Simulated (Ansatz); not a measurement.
Input of an Ansatz 0.2.0 run:

The input input.yaml:

```yaml
crystal:
  lattice:
    - [2.77085, 0.0, 0.0]
    - [-1.38543, 2.39963, 0.0]
    - [0.0, 0.0, 22.01961]
  atoms:
    - { symbol: Ni, position: [0.33333, 0.66667, 0.85081], spin: 1.0 }
    - { symbol: Ni, position: [0.66667, 0.33333, 0.14919], spin: 1.0 }
    - { symbol: Mo, position: [0.66667, 0.33333, 0.76059], spin: 1.0 }
    - { symbol: Mo, position: [0.33333, 0.66667, 0.23941], spin: 1.0 }
    - { symbol: Pd, position: [0.33333, 0.66667, 0.05329] }
    - { symbol: Pd, position: [0.66667, 0.33333, 0.94671] }
    - { symbol: Ir, position: [0.33333, 0.66667, 0.65827], spin: 0.6 }
    - { symbol: Ir, position: [0.66667, 0.33333, 0.34173], spin: 0.6 }
    - { symbol: W, position: [0.33333, 0.66667, 0.44418] }
    - { symbol: W, position: [0.66667, 0.33333, 0.55582] }
hamiltonian:
  xc: pbe
  pseudopotentials: { kind: paw }
magnetization:
  spin_polarized: true
kpoints:
  mp_grid: { grid: [11, 11, 2] }
  band_path:
    path:
      - [[0.0, 0.0, 0.0], [0.5, 0.0, 0.0], [0.3333333333, 0.3333333333, 0.0], [0.0, 0.0, 0.0], [0.0, 0.0, 0.5], [0.5, 0.0, 0.5], [0.3333333333, 0.3333333333, 0.5], [0.0, 0.0, 0.5]]
      - [[0.5, 0.0, 0.5], [0.5, 0.0, 0.0]]
      - [[0.3333333333, 0.3333333333, 0.0], [0.3333333333, 0.3333333333, 0.5]]
    npoints: 10
scf:
  occupations: { method: fermi_dirac, width: 0.05 }
  n_extra_bands: 25
output:
  forces: true
  stress: true
  eigenvalues: true
  fatbands: false
```

Potentials or basis: Ansatz PAW.

Command:

```console
$ ansatz run input.yaml --threads 8 --pin off --max-ram 20480MiB --backend cpu --events-out ev --progress --plain --runs-dir out
```

Question: Estimate the band gap on the k mesh.

Answer: None (metal or under the smearing width).

Question: Estimate the pressure.

Answer: 0.0 GPa.

Question: What does it give for the net moment?

Answer: 0.00 μB per cell.

Forces on the atoms (eV/Å):
```
Ni   0.000  0.000  0.052
Ni   0.000  0.000 -0.052
Mo   0.000  0.000 -0.078
Mo   0.000  0.000  0.078
Pd   0.000  0.000  0.016
Pd   0.000  0.000 -0.016
Ir   0.000  0.000 -0.022
Ir   0.000  0.000  0.022
W    0.000  0.000 -0.095
W    0.000  0.000  0.095
```

Caveat: spin-orbit coupling is left out, which moves the levels of the heavy elements; the starting moments weren't kept.
